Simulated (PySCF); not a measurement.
# SiI−: from the state search to spectroscopic constants

One table from this session's results is given with a row withheld; the runs are named, their logs left out.

Program: PySCF 2.14.0. Level of theory: Si def2-SVPD, I def2-SVPD with ECP28, scalar-relativistic core potentials. These are calculated values, not measurements.

The first run:

Settings of the job:

```json
{
 "atoms": "Si, I",
 "charge": "-1",
 "basis": "Si def2-SVPD, I def2-SVPD with ECP28",
 "Hamiltonian": "scalar-relativistic core potentials",
 "basis functions": "59",
 "electrons treated": "40",
 "masses in u": "27.9769, 126.9045",
 "levels": "PBE0, PBE, r²SCAN, MN15, BHandHLYP, BP86, HF, MP2, SCS-MP2",
 "grid": "80 radial by 434 angular points",
 "occupations": "held fixed by the projection of orbital angular momentum",
 "dissociation limit": "Si + I−, each in its ground configuration",
 "starting distance in angstrom": "2.525",
 "values of 2S to try": "0, 2"
}
```

Command:

```
OMP_NUM_THREADS=1 python dia.py task.json out
```

Among the steps run: Input; First curve: PBE0; Other states along the same grid; PBE; r²SCAN; MN15 (hybrid meta-GGA); BHandHLYP (global hybrid GGA); BP86; UHF (mean field).

One table of the session follows, with a row left open; its other results are not shown here.

```
      level  Re (Å)  ωe (cm⁻¹)  De (eV)
        UHF   2.813      182.5     0.86
    UHF-MP2       ?          ?        ?
UHF-SCS-MP2   2.766      200.5     1.09
        PBE   2.692      232.9     1.63
       BP86   2.702      228.4     1.57
     r²SCAN   2.681      235.5     1.62
       PBE0   2.676      238.5     1.56
       MN15   2.692      216.6     1.46
  BHandHLYP   2.723      215.9     1.22
```

Q: Estimate the row for UHF-MP2 from the others.

As computed: Re (Å): 2.742; ωe (cm⁻¹): 210.0; De (eV): 1.19. In the column «Re (Å)» it lies between BHandHLYP (2.723) and UHF-SCS-MP2 (2.766).

De is counted to Si + I− in their ground configurations.
